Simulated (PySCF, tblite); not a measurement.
# C5H9GeO radical: geometry, infrared bands and EPR parameters

What infrared bands and EPR parameters should C5H9GeO radical (`[GeH3][O]C12C[C](C1)C2`) show?

Programs: tblite 0.8.0 and PySCF 2.14.0, with density-fitted response routines of our own. Each step states its level of theory. These are calculated values for one molecule in the gas phase, unless marked as measured. Atoms are numbered from 0 throughout.

### 1 The starting structure

16 atoms, charge 0, multiplicity 2; geometry from: force field or distance geometry start.

Bonds of the start (Å): Ge0–O1 1.81, O1–C2 1.40, C2–C3 1.53, C3–C4 1.57, C4–C5 1.55, C4–C6 1.55, C5–C2 1.53, C6–C2 1.51, Ge0–H7 1.55, Ge0–H8 1.55, Ge0–H9 1.54, C3–H10 1.12, C3–H11 1.10, C5–H12 1.13, C5–H13 1.11, C6–H14 1.12, C6–H15 1.11.

### 2 Geometry optimisation with GFN2-xTB

Job settings and geometry (Å):

```
{"job": {"kind": "relax", "xc": "GFN2-xTB", "basis": "xTB"}, "charge": 0, "multiplicity": 2}
Ge     2.314000    -0.042400    -0.190600
O      0.954100     1.062700     0.275100
C     -0.249800     0.364000     0.146100
C     -0.840900    -0.164000    -1.158900
C     -1.862700    -0.397300     0.012400
C     -1.575200     1.052100     0.471900
C     -0.683500    -0.867300     0.905100
H      2.332600    -1.282000     0.735000
H      2.149100    -0.475800    -1.668400
H      3.647300     0.711900    -0.032400
H     -0.373000    -1.099600    -1.560200
H     -1.128600     0.582000    -1.919000
H     -1.763100     1.268000     1.564600
H     -1.888000     1.867300    -0.220300
H     -0.830600    -0.740100     2.011600
H     -0.209000    -1.830700     0.616800
```

The run is started by

```
> OMP_NUM_THREADS=1 python probes_run.py task.json out
```

This one command runs all jobs of the session in turn.

**Question.** This job is followed by: GFN2-xTB harmonic vibrations, gas phase; UKS B3LYP, def2-TZVP-core on Ge, pcH-1 on C H O, non-relativistic, mean-field spin-orbit, GIAO. What will the session give for the following? strongest single infrared mode (GFN2-xTB); zero-point energy (GFN2-xTB); g(iso) (B3LYP); ⟨S²⟩; largest a(iso); potential on the surface of density 0.002 e/bohr³, 1st and 99th percentile.

**Answer**, as computed:

| quantity | value |
| --- | --- |
| strongest single infrared mode (GFN2-xTB) | 1999 cm⁻¹, 488 km/mol |
| zero-point energy (GFN2-xTB) | 74.0 kcal/mol |
| g(iso) (B3LYP) | 2.00282 |
| ⟨S²⟩ | 0.753 (exact 0.75) |
| largest a(iso) | 13C on C4, 387.3 MHz |
| potential on the surface of density 0.002 e/bohr³, 1st and 99th percentile | -1.25 V and 1.30 V |

**Reading.** Over 41 steps the energy fell by 0.363 eV; of the close pairs, Ge0–O1 changed most, 1.813 to 1.756 Å. All 42 modes are real, so the xTB geometry is a minimum. The strongest single mode, at 1999 cm⁻¹, moves mainly H8 and H7. GFN2-xTB is a fitted tight-binding method: band positions and strengths are rough. Its intensities can rank the bands wrongly. Most of the unpaired spin sits on C4 (0.83 e). The isotropic g lies 0.5 ppt above the free-electron value. The hyperfine terms hold no scalar relativity, which the heavier nuclei need. The conformer search found further structures of the same energy, which may be mirror or relabelled copies of this one.
